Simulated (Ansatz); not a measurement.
MgCd3, space group Pm-3m, a supercell folding check

Computed with the Python package of Ansatz (0.2.0).

`fold.py`:
```python
from dataclasses import dataclass
import warnings

import ansatz as az
from ase import Atoms


@dataclass(frozen=True)
class Settings:
    functional: str = "r2scan"
    dispersion: str = "d3bjatm"


opts = Settings()


def main() -> None:
    warnings.simplefilter("ignore", az.DeckWarning)

    atoms = Atoms(
        ["Mg", "Cd", "Cd", "Cd"],
        scaled_positions=[
            (0.0, 0.0, 0.0),
            (0.5, 0.5, 0.0),
            (0.5, 0.0, 0.5),
            (0.0, 0.5, 0.5),
        ],
        cell=[
            (4.39498222, 0.0, 0.0),
            (0.0, 4.39498222, 0.0),
            (0.0, 0.0, 4.39498222),
        ],
        pbc=True,
    )
    xtal = az.Crystal.from_ase(atoms)

    mesh = (4, 4, 4)
    rows = []
    for repeats in [(1, 1, 1), (1, 2, 1), (2, 2, 1)]:
        model = (
            xtal.supercell(*repeats).calculation()
            .functional(opts.functional, dispersion=opts.dispersion)
            .pseudopotentials("nc")
            .accuracy("medium")
            .occupations(az.OccupationsMethod.FERMI_DIRAC)
            .mixing("msr1")
            .kpoints(*(k // n for k, n in zip(mesh, repeats)))
        )
        r = model.run().report
        n = len(r["lattice"]["sites"])
        rows.append((repeats, n, r["free_energy_ev"] / n, r["fermi_energy_ev"], r["n_kpoints"], r["n_symmetry_ops"]))
    print("       repeats           atoms       F/atom eV  Fermi level eV        k-points  symmetry operations")
    for row in rows:
        print(f"{str(row[0]):>14s}  {row[1]:14d}  {row[2]:14.5f}  {row[3]:14.4f}  {row[4]:14d}  {row[5]:19d}")


if __name__ == "__main__":
    main()
```

```console
$ python fold.py
       repeats           atoms       F/atom eV  Fermi level eV        k-points  symmetry operations
     (1, 1, 1)               4     -3866.03793         12.8822              10                   48
     (1, 2, 1)               8     -3866.03793         12.8822              12                   32
     (2, 2, 1)              16     -3866.03793         12.8822               9                   64
```

Reading the output:
- The settings weren't tested for convergence.
- Such functionals run on norm-conserving files made under PBE, which can move pressures by some GPa.
- Dispersion corrections can be off by several per cent in the lattices of metals, and by several GPa in the pressure at a fixed cell.
- The mesh is modest for a metal, so energies can be off by several to tens of meV an atom and pressures by half a GPa or more; differences at equal mesh fare better.
- This cell is a computed structure, which may not be the phase found in nature.
- The count of operations in a supercell holds its pure translations too, and an uneven repeat can lower the point group.
- Finished in 2.8 min on 1 thread of Intel(R) Xeon(R) 6975P-C (Granite Rapids), with other jobs on the host, peak memory 2.6 GiB.
